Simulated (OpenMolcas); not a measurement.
# Mo³⁺ among point charges: CASSCF levels and susceptibility

Aim: the splitting of the states of Mo³⁺ in the field of 6 point charges, its lowest levels with spin-orbit coupling and its magnetic susceptibility.

The numbers are computed with OpenMolcas 26.06 (state-averaged CASSCF, spin-orbit coupling by RASSI with atomic mean-field integrals), except any that are marked as measured or tabulated.

1 further run of the same task is left out (it didn't finish).

**1. The atom as given**

```
Species                           : Mo³⁺ (molybdenum, Z = 42, 39 electrons)
Basis                             : ANO-RCC-VDZP [6s5p3d1f], 43 functions
Scalar Hamiltonian                : DKH2, point nucleus
Inactive shells                   : 1s 2s 2p 3s 3p 3d 4s 4p
Active space                      : 3 electrons in 5 orbitals (4d)
Some configurations of this space : 4d3
Orbitals                          : optimised for each spin and parity, averaged over all roots
```

The outer shells:

4d3
```
4d [↑ ][↑ ][↑ ][  ][  ]
```

The ion sits among 6 point charges of -1.7 e arranged as a trigonal prism (D3h), 2.09 Å from the ion, with a polar angle of 58.4° against the regular 49.1°. The active orbitals were held to one l.

Each step is its own input file, run in one work folder so that later steps find the files of earlier ones. Labels, J, g values, rates, χT and fits are worked out afterwards by a script from the matrices that RASSI stores.

**2. One- and two-electron integrals**

a.inp

```
&GATEWAY
Coord
1

Mo 0.0 0.0 0.0
Basis=ANO-RCC-VDZP
Group=NoSym
NoMove
AngMom=0.0 0.0 0.0
AMFI
XField
6 Angstrom 0
1.780663 0.000000 1.094229 -1.700000
-0.890332 1.542100 1.094229 -1.700000
-0.890332 -1.542100 1.094229 -1.700000
1.780663 0.000000 -1.094229 -1.700000
-0.890332 1.542100 -1.094229 -1.700000
-0.890332 -1.542100 -1.094229 -1.700000
&SEWARD
```

On the command line:

```bash
OMP_NUM_THREADS=1 MOLCAS_MEM=1689 MOLCAS_PROJECT=a pymolcas a.inp > a.log
```

**3. CASSCF: quartets, 10 roots**

a.inp

```
&RASSCF
FileOrb=start.orb
Symmetry=1
Spin=4
nActEl=3 0 0
Inactive=18
Ras2=5
CIRoot=10 10 1
SDav=10
CIMx=300
Iter=120 100
PrWF=0.3
OrbListing=Nothing
MaxOrb=0
SupSym
1
15 10 11 12 13 14 19 20 21 22 23 32 33 34 35 36
>>> COPY $Project.JobIph JOB001
```

start.orb holds the contracted functions of the basis, ordered by shell, or the orbitals of the step before.

**4. CASSCF: doublets, 40 roots**

a.inp

```
&RASSCF
FileOrb=start.orb
Symmetry=1
Spin=2
nActEl=3 0 0
Inactive=18
Ras2=5
CIRoot=40 40 1
SDav=40
CIMx=300
Iter=120 100
PrWF=0.3
OrbListing=Nothing
MaxOrb=0
SupSym
1
15 10 11 12 13 14 19 20 21 22 23 32 33 34 35 36
>>> COPY $Project.JobIph JOB002
```

**5. RASSI: spin-orbit coupling between the states**

a.inp

```
&RASSI
NrOfJobIphs=2 10 40
1 2 3 4 5 6 7 8 9 10
1 2 3 4 5 6 7 8 9 10 11 12 13 14 15 16 17 18 19 20 21 22 23 24 25 26 27
28 29 30 31 32 33 34 35 36 37 38 39 40
IphNames
JOB001
JOB002
EJob
SpinOrbit
DIPRint=1.0
SOCoupling=1000.0
Subsets=2
Property=9
'ANGMOM' 1 'ANGMOM' 2 'ANGMOM' 3 'MLTPL  1' 1 'MLTPL  1' 2 'MLTPL  1' 3
'AMFI' 1 'AMFI' 2 'AMFI' 3
SOProperty=3
'ANGMOM' 1 'ANGMOM' 2 'ANGMOM' 3
```

**Question.** What will these runs give? Wanted: spin-free ground state; first state of the same spin within the active space; lowest level; next level.

The runs gave:

| quantity | value |
| --- | --- |
| method | CASSCF |
| spin-free ground state | quartet, 2-fold in its orbital part |
| first state of the same spin within the active space | 4A2 at 649 cm⁻¹ |
| lowest level | 2-fold E3/2, g = 0.00, 0.00, 0.03 |
| next level | 903.4 cm⁻¹ |
| χT at 300 K | 0.33 cm³ K/mol |
| effective moment at 300 K | 1.63 μB |

The spin-free ground state (quartet) comes to 100 % from free-ion F terms and keeps the highest spin of the shell. χT at 300 K is 0.33, against 1.88 cm³ K/mol for the spin alone, so spin-orbit coupling lowers it. The field of point charges can differ much from that of real complexes. This is an electrostatic model: the charges have no orbitals.
